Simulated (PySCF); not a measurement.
**The bond of CsSb+, level by level**

One table from this session's results is given with a row withheld; the runs are named, their logs left out.

Program: PySCF 2.14.0. Level of theory: Cs def2-SVPD with ECP46, Sb def2-SVPD with ECP28, scalar-relativistic core potentials. These are calculated values, not measurements.

Set-up of the first run:

The job is set up so:

- atoms: Cs, Sb
- charge: 1
- basis: Cs def2-SVPD with ECP46, Sb def2-SVPD with ECP28
- Hamiltonian: scalar-relativistic core potentials
- basis functions: 59
- electrons treated: 31
- masses in u: 132.9054, 120.9038
- levels: PBE0, PBE, r²SCAN, TPSS, revPBE, M06-L, LC-ωPBE, HF, MP2, SCS-MP2
- grid: 80 radial by 434 angular points
- occupations: held fixed by the projection of orbital angular momentum
- dissociation limit: Cs+ + Sb, each in its ground configuration
- starting distance in angstrom: 3.670
- values of 2S to try: 1, 3

Launch:

```sh
> OMP_NUM_THREADS=1 python dia.py task.json out
```

Among the steps run: The job; PBE0 along the bond; Higher solutions at PBE0; PBE (GGA); r²SCAN; TPSS; revPBE (GGA); M06-L (meta-GGA); LC-ωPBE (range-separated hybrid); UHF.

One of the session's tables, all rows but one given; the rest of the session is left out.

It belongs to the step «The curves together». Energy (eV) from each level's lowest point:

| R (Å) | UHF | UHF-MP2 | UHF-SCS-MP2 | PBE | revPBE |
| --- | --- | --- | --- | --- | --- |
| 3.659 | 0.184 | 0.126 | 0.134 | 0.087 | 0.120 |
| 3.829 | 0.096 | 0.055 | 0.061 | 0.034 | 0.056 |
| 4.000 | 0.044 | 0.018 | 0.022 | 0.009 | 0.021 |
| 4.127 | 0.022 | 0.005 | 0.007 | 0.001 | 0.008 |
| 4.255 | ? | ? | ? | ? | ? |
| 4.383 | 0.002 | 0.000 | 0.000 | 0.003 | 0.000 |
| 4.553 | 0.000 | 0.006 | 0.005 | 0.012 | 0.003 |
| 4.766 | 0.004 | 0.018 | 0.015 | 0.025 | 0.012 |
| 5.021 | 0.013 | 0.034 | 0.030 | 0.043 | 0.025 |
| 5.361 | 0.026 | 0.055 | 0.050 | 0.065 | 0.042 |

Estimate the missing values for R (Å) = 4.255.

Worked estimate for «UHF». A straight line through the neighbours (4.127, 0.022) and (4.383, 0.002) gives 0.022 + (0.002 − 0.022) × (4.255 − 4.127) / (4.383 − 4.127) = 0.012; a parabola fitted to 4 rows on both sides gives 0.009.

As computed: UHF: 0.009; UHF-MP2: 0.000; UHF-SCS-MP2: 0.001; PBE: 0.000; revPBE: 0.001. In «UHF» the line misses by +0.003 and the parabola by 0.000.

Caveats from the session: The bond is weak, and basis-set superposition, which was not computed, may be a sizeable part of it.
